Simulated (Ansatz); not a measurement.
**AlBFH5OSi: how energies converge with the basis set**

An exercise on one series of results from a longer session: the logs are not shown, and one member is left open.

Program: Ansatz 0.2.0, Gaussian basis. Level of theory: one geometry, several basis sets. These are calculated values, not measurements.

Levels to be run: PBE0-D4/def2-SVP; ωB97M-V/def2-SVP; PBE0-D4/def2-QZVPP; ωB97M-V/def2-QZVPP; the functionals' def2-TZVPP values are taken from earlier runs.

**The geometry**

The geometry comes from an earlier relaxation with PBE0-D4 in a triple-zeta def2 set; it is a stationary point, not always the lowest conformer.

SMILES `OB[SiH](F)[AlH2]`, 10 atoms, charge 0, spin multiplicity 1.

Atoms are counted from 1 here; the program's logs count them from 0.

Bond lengths: O1–B2 1.352 Å, O1–H6 0.962 Å, B2–Si3 2.027 Å, B2–H7 1.205 Å, Si3–F4 1.621 Å, Si3–Al5 2.466 Å, Si3–H8 1.498 Å, Al5–H9 1.590 Å, Al5–H10 1.589 Å. Angles: B2–O1–H6 114.0°, O1–B2–Si3 117.2°, O1–B2–H7 119.8°, Si3–B2–H7 122.9°, B2–Si3–F4 109.3°, B2–Si3–Al5 112.9°, B2–Si3–H8 108.0°, F4–Si3–Al5 111.1°, F4–Si3–H8 106.5°, Al5–Si3–H8 108.7°, Si3–Al5–H9 118.7°, Si3–Al5–H10 122.1°, H9–Al5–H10 119.2°.

Geometry (Å):

```xyz
10

O    -0.1768    1.4502    1.6123
B     0.2537    0.1700    1.5441
Si   -0.3640   -0.9326   -0.0403
F     0.2794   -2.4173    0.0565
Al    0.1561    0.1228   -2.2075
H     0.1416    1.9299    2.3826
H     0.9945   -0.2592    2.3922
H    -1.8479   -1.1046    0.0654
H    -0.5715    1.4846   -2.5866
H     1.2179   -0.4950   -3.2157
```

The first run:

in.yaml reads:

```yaml
crystal:
  periodic: [false, false, false]
  atoms:
    - {symbol: O, position_ang: [-0.176758, 1.450209, 1.612349]}
    - {symbol: B, position_ang: [0.253738, 0.169963, 1.544122]}
    - {symbol: Si, position_ang: [-0.363994, -0.932572, -0.040333]}
    - {symbol: F, position_ang: [0.279437, -2.417288, 0.056542]}
    - {symbol: Al, position_ang: [0.156145, 0.122849, -2.207467]}
    - {symbol: H, position_ang: [0.141617, 1.929881, 2.382556]}
    - {symbol: H, position_ang: [0.994462, -0.259176, 2.392219]}
    - {symbol: H, position_ang: [-1.847899, -1.104640, 0.065397]}
    - {symbol: H, position_ang: [-0.571535, 1.484646, -2.586640]}
    - {symbol: H, position_ang: [1.217888, -0.494971, -3.215744]}
basis:
  gaussian: {orbitals: def2-SVP}
hamiltonian: {xc: pbe0, dispersion: d4}
output: {orbitals: {seedname: orbitals}}
```

Steps of the session up to this table: PBE0-D4 in def2-SVP; ωB97M-V in def2-SVP; PBE0-D4 in def2-QZVPP; ωB97M-V in def2-QZVPP.

One of the session's tables, all rows but one given; the rest of the session is left out.

It belongs to the step «Density functionals: the series». 

| functional | basis | HOMO (eV) | LUMO (eV) |
| --- | --- | --- | --- |
| PBE0-D4 | def2-SVP | ? | ? |
| PBE0-D4 | def2-TZVPP | -7.06 | -2.11 |
| PBE0-D4 | def2-QZVPP | -7.08 | -2.13 |
| ωB97M-V | def2-SVP | -8.93 | -0.35 |
| ωB97M-V | def2-TZVPP | -9.03 | -0.46 |
| ωB97M-V | def2-QZVPP | -9.05 | -0.55 |

Estimate the missing values for PBE0-D4, def2-SVP.

As computed: HOMO (eV): -7.00; LUMO (eV): -2.07. In the column «HOMO (eV)» it is the highest.
